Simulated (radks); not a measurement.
**Spin polarisation of the 3s shell in Mg⁺**

Aim: the energy gained and the exchange splitting as electrons of the 3s shell of Mg⁺ are turned from spin down to spin up.

Program: radks (a radial shooting solver on a logarithmic mesh, Libxc functionals) version 1. Level of theory: scalar-relativistic Kohn-Sham, r2SCAN, spin-polarised, spherical densities, finite nucleus. These are calculated values, not measurements, unless marked.

**1. Starting point**

```
element            : magnesium (Z = 12)
charge             : +1
electrons          : 11
configuration      : [Ne] 3s(up 0.5, down 0.5)
nuclear rms radius : 3.057 fm
```

A shell typed twice in an input gives spin up, then spin down.

**2. No moment**

The run's settings:

```text
Z 12
configuration [Ne] 3s0.5 3s0.5
relativity scalar-relativistic
functional r2scan,r2scan
spin polarised
nucleus finite rms 3.057 fm
c 137.035999084
```

**3. moment 0.25 in 3s**

Input: that of step 2 with these lines changed.

```diff
@@ -1,3 +1,3 @@
 Z 12
-configuration [Ne] 3s0.5 3s0.5
+configuration [Ne] 3s0.625 3s0.375
 relativity scalar-relativistic
```

**4. moment 0.5 in 3s**

The run's settings:

```text
Z 12
configuration [Ne] 3s0.75 3s0.25
relativity scalar-relativistic
functional r2scan,r2scan
spin polarised
nucleus finite rms 3.057 fm
c 137.035999084
```

**5. moment 0.75 in 3s**

Input: that of step 4 with these lines changed.

```diff
@@ -1,3 +1,3 @@
 Z 12
-configuration [Ne] 3s0.75 3s0.25
+configuration [Ne] 3s0.875 3s0.125
 relativity scalar-relativistic
```

**6. moment 1 in 3s**

The run's settings:

```text
Z 12
configuration [Ne] 3s1 3s0
relativity scalar-relativistic
functional r2scan,r2scan
spin polarised
nucleus finite rms 3.057 fm
c 137.035999084
```

What does the calculation give? Wanted: for each run, moment; E − E(0); ε(3s up); ε(3s down); splitting.

The runs gave:

| moment (μB) | E − E(0) (eV) | ε(3s up) (eV) | ε(3s down) (eV) | splitting (eV) |
| --- | --- | --- | --- | --- |
| 0 | 0.000 | -11.302 | -11.302 | 0.000 |
| 0.25 | -0.038 | -11.577 | -10.972 | 0.605 |
| 0.5 | -0.153 | -11.810 | -10.561 | 1.250 |
| 0.75 | -0.352 | -11.993 | -10.062 | 1.931 |

**Reading.** At a moment of 0.75 μB the energy has fallen by 0.35 eV and the 3s levels split by 1.93 eV, 2.574 eV per μB. The Stoner form E = −I m²/4 would give I = 2.504 eV. The energy falls at every step.
